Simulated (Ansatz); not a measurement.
# C2H9GeNSi: one species, many methods

The task here is to estimate one member of a computed series from the others.

Method: functionals in def2-TZVPP, the program's frozen cores in correlated methods; program: Ansatz 0.2.0, Gaussian basis.

Levels to be run: LDA (SPW92), PBE-D4, revPBE-D4, BLYP-D4, r2SCAN-D4, B97M-V, PBE0-D4, B3LYP-D4, r2SCANh-D4, r2SCAN0-D4, HSE06-D4, BHLYP-D4, CAM-B3LYP-D4, LC-ωPBE, ωB97X-V, ωB97M-V, B2PLYP, PBE-QIDH; CCSD(T)/def2-SVP; CCSD(T)/def2-TZVPP; MP2/def2-QZVPP; extrapolation to the limit; RPA on PBE.

3 further runs of the same task are left out: 1 that didn't finish, 2 set aside as unsound or not needed.

**Structure used throughout**

The geometry comes from an earlier relaxation with PBE0-D4 in a triple-zeta def2 set; it is a stationary point, not always the lowest conformer.

SMILES `C=C[SiH2][NH][GeH3]`, 14 atoms, charge 0, spin multiplicity 1.

Atoms are counted from 1 here; the program's logs count them from 0.

Bond lengths: C1–C2 1.331 Å, C1–H6 1.087 Å, C1–H7 1.087 Å, C2–Si3 1.858 Å, C2–H8 1.089 Å, Si3–N4 1.719 Å, Si3–H9 1.494 Å, Si3–H10 1.489 Å, N4–Ge5 1.837 Å, N4–H11 1.010 Å, Ge5–H12 1.534 Å, Ge5–H13 1.539 Å, Ge5–H14 1.543 Å. Angles: C2–C1–H6 122.6°, C2–C1–H7 121.4°, H6–C1–H7 116.1°, C1–C2–Si3 122.2°, C1–C2–H8 118.3°, Si3–C2–H8 119.4°, C2–Si3–N4 111.6°, C2–Si3–H9 105.7°, C2–Si3–H10 111.6°, N4–Si3–H9 113.9°, N4–Si3–H10 105.6°, H9–Si3–H10 108.6°, Si3–N4–Ge5 128.1°, Si3–N4–H11 116.7°, Ge5–N4–H11 114.3°, N4–Ge5–H12 107.0°, N4–Ge5–H13 108.5°, N4–Ge5–H14 111.7° and more.

The first run:

The input, in.yaml:

```yaml
crystal:
  periodic: [false, false, false]
  atoms:
    - {symbol: C, position_ang: [-1.550203, 0.003942, 2.554039]}
    - {symbol: C, position_ang: [-0.723625, 0.565285, 1.674913]}
    - {symbol: Si, position_ang: [0.310288, -0.441143, 0.503547]}
    - {symbol: N, position_ang: [-0.026709, -0.046142, -1.135078]}
    - {symbol: Ge, position_ang: [1.165197, 0.163975, -2.517558]}
    - {symbol: H, position_ang: [-2.157270, 0.587501, 3.241213]}
    - {symbol: H, position_ang: [-1.652008, -1.076068, 2.625602]}
    - {symbol: H, position_ang: [-0.663402, 1.652533, 1.643215]}
    - {symbol: H, position_ang: [0.038217, -1.868707, 0.849427]}
    - {symbol: H, position_ang: [1.763336, -0.175584, 0.687955]}
    - {symbol: H, position_ang: [-0.993975, -0.087494, -1.422331]}
    - {symbol: H, position_ang: [2.511156, 0.552774, -1.893001]}
    - {symbol: H, position_ang: [0.642550, 1.274085, -3.446862]}
    - {symbol: H, position_ang: [1.323447, -1.134157, -3.336383]}
basis:
  gaussian: {orbitals: def2-TZVPP}
hamiltonian: {xc: lda}
output: {orbitals: {seedname: orbitals}}
```

Steps of the session up to this table: LDA; PBE-D4 (GGA); revPBE-D4 (GGA); BLYP-D4 (GGA); r2SCAN-D4 (meta-GGA); B97M-V (meta-GGA); PBE0-D4 (hybrid); B3LYP-D4 (hybrid); r2SCANh-D4 (hybrid); r2SCAN0-D4 (hybrid); HSE06-D4 (hybrid); BHLYP-D4 (hybrid); CAM-B3LYP-D4 (range-separated); LC-ωPBE (range-separated); ωB97X-V (range-separated); ωB97M-V (range-separated); B2PLYP (double hybrid); PBE-QIDH (double hybrid).

One of the session's tables, all rows but one given; the rest of the session is left out.

It belongs to the step «Orbital energies across the functionals». 

| functional | HOMO (eV) | gap (eV) |
| --- | --- | --- |
| LDA (SPW92) | -5.98 | 4.18 |
| PBE-D4 | -5.87 | 4.31 |
| revPBE-D4 | -5.82 | 4.36 |
| BLYP-D4 | -5.75 | 4.35 |
| r2SCAN-D4 | ? | ? |
| B97M-V | -6.31 | 4.94 |
| PBE0-D4 | -7.19 | 6.62 |
| B3LYP-D4 | -6.97 | 6.19 |
| r2SCANh-D4 | -6.65 | 5.67 |
| r2SCAN0-D4 | -7.39 | 6.94 |
| HSE06-D4 | -6.79 | 5.84 |
| BHLYP-D4 | -8.43 | 8.93 |
| CAM-B3LYP-D4 | -8.56 | 9.11 |
| LC-ωPBE | -9.91 | 11.63 |
| ωB97X-V | -9.58 | 11.18 |
| ωB97M-V | -9.47 | 10.88 |

Estimate the missing values for r2SCAN-D4.

Worked estimate for «HOMO (eV)». Against the share of exact exchange, r2SCANh-D4 (0.1, -6.65), r2SCAN0-D4 (0.25, -7.39) give a slope of -4.93 per unit share; at 0 the line stands at -6.16.

The run gave: HOMO (eV): -6.16; gap (eV): 4.82. In «HOMO (eV)» the line misses by 0.00.
